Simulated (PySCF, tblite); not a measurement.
# C₈H₁₂NP: geometry, infrared bands and NMR shifts

What infrared bands and NMR shifts should C₈H₁₂NP (`C#C[P@@]1(=N)C[C@@H](C)[C@@H]1C=C`) show?

Programs: tblite 0.8.0 and PySCF 2.14.0, with density-fitted response routines of our own. Each step states its level of theory. These are calculated values for one molecule in the gas phase, unless marked as measured. Atoms count from 0, in the outputs and in this text.

## Step 1: The molecule as given

22 atoms, charge 0, multiplicity 1; geometry from: force field or distance geometry start.

Bonds of the start (Å): C0–C1 1.22, C1–P2 1.75, P2–N3 1.71, P2–C4 1.78, C4–C5 1.57, C5–C6 1.52, C5–C7 1.59, C7–C8 1.48, C8–C9 1.34, C7–P2 1.80, C0–H10 1.05, N3–H11 1.02, C4–H12 1.09, C4–H13 1.09, C5–H14 1.10, C6–H15 1.10, C6–H16 1.10, C6–H17 1.09, C7–H18 1.10, C8–H19 1.08, C9–H20 1.09, C9–H21 1.08.

## Step 2: Optimising the geometry with GFN2-xTB

The job: settings as JSON, then the geometry in Å.

```
{"job": {"kind": "relax", "xc": "GFN2-xTB", "basis": "xTB"}, "charge": 0, "multiplicity": 1}
C      3.866000    -0.646600    -0.130500
C      2.691900    -0.601000    -0.443000
P      0.997000    -0.552200    -0.890600
N      0.642300    -0.521500    -2.558100
C      0.030000    -1.757000    -0.004900
C     -1.044300    -0.618700     0.115600
C     -1.907200    -0.718200     1.359200
C      0.023900     0.560300     0.130400
C     -0.455500     1.826800    -0.459800
C     -0.995400     2.786400     0.312000
H      4.885800    -0.678300     0.123800
H      1.518400    -0.557600    -3.075400
H     -0.311900    -2.640700    -0.545100
H      0.463800    -2.079000     0.940000
H     -1.698700    -0.579100    -0.763800
H     -2.523300    -1.626800     1.342300
H     -1.299700    -0.750900     2.276700
H     -2.584500     0.131500     1.436000
H      0.479400     0.710500     1.116900
H     -0.357700     1.945600    -1.531600
H     -1.342000     3.719300    -0.132600
H     -1.088700     2.666700     1.381600
```

Run with:

```console
$ OMP_NUM_THREADS=1 python probes_run.py task.json out
```

One launch serves the whole session: the jobs run in the order shown.

**Question.** This job is followed by: GFN2-xTB harmonic vibrations, gas phase; GIAO PBE0/pcSseg-1 NMR shielding, non-relativistic, gas phase. Predict these results of the whole session: strongest single infrared mode (GFN2-xTB); zero-point energy (GFN2-xTB); 13C shifts against TMS (PBE0/pcSseg-1); 1H shifts against TMS (PBE0/pcSseg-1, means over atoms taken as alike); 31P shifts against H3PO4 (PBE0/pcSseg-1); 15N shifts against NH3 (PBE0/pcSseg-1).

The runs gave:

```
                                                              quantity                                                           value
                             strongest single infrared mode (GFN2-xTB)                                           1212 cm⁻¹, 218 km/mol
                                          zero-point energy (GFN2-xTB)                                                  109.5 kcal/mol
                                13C shifts against TMS (PBE0/pcSseg-1)            143.7, 122.6, 96.7, 87.9, 64.0, 50.1, 36.8, 23.7 ppm
1H shifts against TMS (PBE0/pcSseg-1, means over atoms taken as alike)  6.86, 5.41, 5.32, 2.77, 2.54, 2.47, 2.32, 2.02, 1.26, 1.02 ppm
                              31P shifts against H3PO4 (PBE0/pcSseg-1)                                                       -35.9 ppm
                                15N shifts against NH3 (PBE0/pcSseg-1)                                                        49.6 ppm
```

What this shows: Relaxing lowered the energy by 0.758 eV in 107 steps; the close pair that moved most is P2–N3, from 1.705 to 1.553 Å. No mode is imaginary among the 60: a minimum at this level. The strongest single mode, at 1212 cm⁻¹, moves mainly N3 and P2. Unscaled tight-binding wavenumbers are off by several per cent, some by more. Its intensities can rank the bands wrongly. The most deshielded carbon is C8 (alkene CH), at 143.7 ppm: the olefinic region. The most deshielded hydrogen is H19 (hydrogen on an alkene CH), at 6.86 ppm: attached to an sp2 carbon and in the plane of the double bond. At PBE0/pcSseg-1: The largest span, 307 ppm, is at C1, where the paramagnetic term is -170 ppm.
